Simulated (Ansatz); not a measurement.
# NiTe2: further runs on the relaxed cell

Aim: for NiTe2, measure the bulk modulus from energies at several volumes.

The COD entry's cell or inner coordinates are ideal or old and differ from later refinements, so a difference from it is no clean test against experiment.

Computed with Ansatz 0.2.0 (DFT PBEsol, scalar-relativistic, plane waves, PAW, unless a step's input says otherwise).

### 1 Starting point

Symmetry: P-3m1, No. 164, trigonal system. Conventional cell: a = 3.828 Å, b = 3.828 Å, c = 5.159 Å, α = 90.00°, β = 90.00°, γ = 120.00°. Ni (site symmetry -3m) has 6 Te at 2.56 Å in its first shell of neighbours. Te (site symmetry 3m) has 3 Ni at 2.56 Å in its first shell of neighbours.

Structure file:

```
CELL_PARAMETERS angstrom
3.82765 0.00000 0.00000
-1.91382 3.31484 0.00000
0.00000 0.00000 5.15857
ATOMIC_POSITIONS crystal
Ni 0.00000 0.00000 0.00000
Te 0.33333 0.66667 0.25138
Te 0.66667 0.33333 0.74862
```

This cell was relaxed beforehand with the same method: volume 21.82 Å³/atom, gap on the mesh none (metal).

### 2 Point at V/V0 = 0.97

input.yaml

```yaml
crystal:
  lattice:
    - [3.7889824321, 0.0, 0.0]
    - [-1.894491216, 3.2813550407, 0.0]
    - [0.0, 0.0, 5.1064629388]
  atoms:
    - { symbol: Ni, position: [0.0, 0.0, 0.0] }
    - { symbol: Te, position: [0.3333333333, 0.6666666667, 0.2513772644] }
    - { symbol: Te, position: [0.6666666667, 0.3333333333, 0.7486227356] }
basis:
  ecutwfc: 420
kpoints:
  mp_grid: { grid: [12, 12, 8] }
hamiltonian:
  xc: pbesol
scf:
  occupations: { method: gaussian, width: 0.1 }
output:
  forces: true
  stress: true
  eigenvalues: true
  write_density: true
  write_potential: true
  elf: true
  volumetric_format: npy
relax:
  adjacent_minimum: "off"
  f_tol: 0.01
  max_steps: 30
  cell: { stress_tol: 0.1, fix: [volume] }
```

On the command line:

```sh
$ ansatz run input.yaml --threads 1 --pin off --max-ram 2560MiB --backend cpu --events-out ev --progress --plain --runs-dir out
```

### 3 Volume × 1.03

Edit input.yaml of step 2 so:

```diff
@@ -2,5 +2,5 @@
   lattice:
-    - [3.7889824321, 0.0, 0.0]
-    - [-1.894491216, 3.2813550407, 0.0]
-    - [0.0, 0.0, 5.1064629388]
+    - [3.8655481603, 0.0, 0.0]
+    - [-1.9327740802, 3.3476629064, 0.0]
+    - [0.0, 0.0, 5.2096516076]
   atoms:
@@ -21,6 +21,2 @@
   eigenvalues: true
-  write_density: true
-  write_potential: true
-  elf: true
-  volumetric_format: npy
 relax:
```

### 4 Point at V/V0 = 0.94

input.yaml

```yaml
crystal:
  lattice:
    - [3.7636131517, 0.0, 0.0]
    - [-1.8818065758, 3.2593845994, 0.0]
    - [0.0, 0.0, 5.0154687864]
  atoms:
    - { symbol: Ni, position: [0.0, 0.0, 0.0] }
    - { symbol: Te, position: [0.3333333333, 0.6666666667, 0.2558101072] }
    - { symbol: Te, position: [0.6666666667, 0.3333333333, 0.7441898928] }
basis:
  ecutwfc: 420
kpoints:
  mp_grid: { grid: [12, 12, 8] }
hamiltonian:
  xc: pbesol
scf:
  occupations: { method: gaussian, width: 0.1 }
output:
  forces: true
  stress: true
  eigenvalues: true
relax:
  adjacent_minimum: "off"
  f_tol: 0.01
  max_steps: 30
  cell: { stress_tol: 0.1, fix: [volume] }
```

### 5 The cell scaled to 1.06 of its volume

input.yaml

```yaml
crystal:
  lattice:
    - [3.8855372409, 0.0, 0.0]
    - [-1.9427686205, 3.3649739579, 0.0]
    - [0.0, 0.0, 5.3063677758]
  atoms:
    - { symbol: Ni, position: [0.0, 0.0, 0.0] }
    - { symbol: Te, position: [0.3333333333, 0.6666666667, 0.2464104964] }
    - { symbol: Te, position: [0.6666666667, 0.3333333333, 0.7535895036] }
basis:
  ecutwfc: 420
kpoints:
  mp_grid: { grid: [12, 12, 8] }
hamiltonian:
  xc: pbesol
scf:
  occupations: { method: gaussian, width: 0.1 }
output:
  forces: true
  stress: true
  eigenvalues: true
relax:
  adjacent_minimum: "off"
  f_tol: 0.01
  max_steps: 30
  cell: { stress_tol: 0.1, fix: [volume] }
```

(Steps that only read results are left out.)

What does the calculation give? Wanted: equilibrium volume of the fit; bulk modulus.

As calculated:

| quantity | value |
| --- | --- |
| equilibrium volume of the fit | 21.81 Å³/atom |
| bulk modulus | 59 GPa |
| its pressure derivative | 9.1 |

What this shows: The fit puts the minimum at 21.81 Å³/atom with B = 59 GPa and B' = 9.1. B' = 9.1 lies outside the usual range of about 3 to 6, so take the fit with care. Spin-orbit coupling is left out for Te. The final runs have no spin polarisation, so a magnetic state may lie lower.
